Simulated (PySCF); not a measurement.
# LaSF: other functionals and bases at one geometry

The task here is to estimate one member of a computed series from the others.

Program: PySCF 2.14.0. Level of theory: several levels, as the steps say, no spin–orbit coupling. These are calculated values, not measurements.

1 further run of the same task is left out (for a known fault of the program).

### The starting structure

3 atoms, charge 0, spin multiplicity 1.

Bond lengths: La1–S2 2.429 Å, La1–F3 2.113 Å. Angles: S2–La1–F3 109.7°.

Coordinates:

```
La   -0.20181    0.00000   -0.49558
S     1.81635    0.00000    0.85522
F    -1.90016    0.00000    0.76144
```

Formal oxidation states: La +3. The 4f shell is empty and lies in the core potential. An earlier session relaxed this geometry at PBE0, La lcecp-1-SVP with ECP46, S def2-SVP, F def2-SVP (singlet, point group Cs).

At PBE0 on the finer grid: E = -529.297224 Eh, HOMO -5.81 eV, LUMO -2.29 eV, Mulliken charge on La1 +0.86 e, largest force component 0.015 eV/Å. The large-core potential holds the 4f shell empty.

Levels to run: M06-L; r2SCAN; PBE0, TZVP. Hardware: 2 threads of Arm Neoverse V2, shared host.

Set-up of the first run:

Input file run.py (the lines that set the calculation):

```python
mol = gto.M(atom='''
La    -0.20181     0.00000    -0.49558
S      1.81635     0.00000     0.85522
F     -1.90016     0.00000     0.76144''',
    basis={'La': 'lcecp-1-SVP', 'S': 'def2-SVP', 'F': 'def2-SVP'},
    ecp={'La': 'lcecp-1-SVP'},
    charge=0, spin=0)
mf = dft.RKS(mol, xc='M06L')
mf.grids.atom_grid = (75, 302)  # f atoms: unpruned, at least (60, 302)
mf = mf.density_fit()  # fitting sets: La AutoAux, S def2-universal-JKFIT, F def2-universal-JKFIT
mf.conv_tol = 1e-08; mf.max_cycle = 55
mf.kernel(dm0)  # dm0: the density of the relaxed state
```

On the command line:

```sh
OMP_NUM_THREADS=2 python run.py
```

Among the steps run: M06-L; r2SCAN; PBE0, TZVP.

One table of the session follows, with a row left open; its other results are not shown here.

| level | HOMO (eV) | gap (eV) | charge on La1 (e) | dipole (D) | largest force component (eV/Å) |
| --- | --- | --- | --- | --- | --- |
| PBE0 (relaxed here) | -5.81 | 3.52 | 0.86 | 8.58 | 0.01 |
| M06-L | -4.76 | 2.72 | 0.98 | 8.65 | 0.27 |
| r2SCAN | ? | ? | ? | ? | ? |
| PBE0, TZVP | -5.83 | 3.55 | 1.19 | 8.85 | 0.15 |

**Question.** Estimate the row for r2SCAN.

As computed: HOMO (eV): -4.96; gap (eV): 2.54; charge on La1 (e): 0.85; dipole (D): 8.42; largest force component (eV/Å): 0.36. In the column «HOMO (eV)» it lies between PBE0 (relaxed here) (-5.81) and M06-L (-4.76).

In one basis the HOMO–LUMO gap runs from 2.54 eV (r2SCAN) to 3.52 eV (PBE0). The largest leftover force, 0.36 eV/Å with r2SCAN, stands at a geometry relaxed at another level. With 4f in the core, its levels are missing from HOMO and gap, and its count is fixed, so no charge can pass from the ligands into it. Total energies of different levels can't be compared.
